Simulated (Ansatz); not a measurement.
# Cl2H3NSi: the cost of one run

All numbers below are computed with Ansatz 0.2.0 (RKS PBE0-D4/def2-SVP).

### 1 Starting point

Bond lengths: N1–Si2 1.644 Å, Si2–Cl3 2.015 Å, Si2–Cl4 1.965 Å, N1–H5 1.039 Å, N1–H6 1.063 Å, Si2–H7 1.495 Å. Angles: N1–Si2–Cl3 109.2°, N1–Si2–Cl4 110.3°, N1–Si2–H7 109.1°, Cl3–Si2–Cl4 106.2°, Cl3–Si2–H7 111.8°, Cl4–Si2–H7 110.2°, Si2–N1–H5 109.1°, Si2–N1–H6 110.1°, H5–N1–H6 99.5°.

Structure file:

```xyz
7

N     0.1041    1.1080   -0.0615
Si    0.2896   -0.5253   -0.0158
Cl    0.6415   -1.1009    1.8831
Cl   -1.3764   -1.4156   -0.5588
H    -0.6398    1.3838    0.6093
H    -0.3637    1.3980   -0.9713
H     1.4059   -0.9160   -0.9307
```

### 2 End point A

Input file input.yaml:

```yaml
crystal:
  periodic: [false, false, false]
  atoms:
    - { symbol: "N", position_ang: [0.1041, 1.108, -0.0615] }
    - { symbol: Si, position_ang: [0.2896, -0.5253, -0.0158] }
    - { symbol: Cl, position_ang: [0.6415, -1.1009, 1.8831] }
    - { symbol: Cl, position_ang: [-1.3764, -1.4156, -0.5588] }
    - { symbol: H, position_ang: [-0.6398, 1.3838, 0.6093] }
    - { symbol: H, position_ang: [-0.3637, 1.398, -0.9713] }
    - { symbol: H, position_ang: [1.4059, -0.916, -0.9307] }
basis:
  gaussian: { orbitals: def2-SVP }
hamiltonian:
  xc: pbe0
  dispersion: d4
relax:
  f_tol: 0.02
  max_steps: 50
output:
  orbitals: {}
```

Command:

```sh
> ansatz run input.yaml --threads 2 --pin off --max-ram 3072MiB --backend cpu --events-out ev --progress --plain --runs-dir out
```

**Question.** How long does this run take on 2 threads of Intel Xeon 6975P-C (Granite Rapids), shared host, and how much memory does it need?

About 12 s, with a peak of 0.19 GiB.
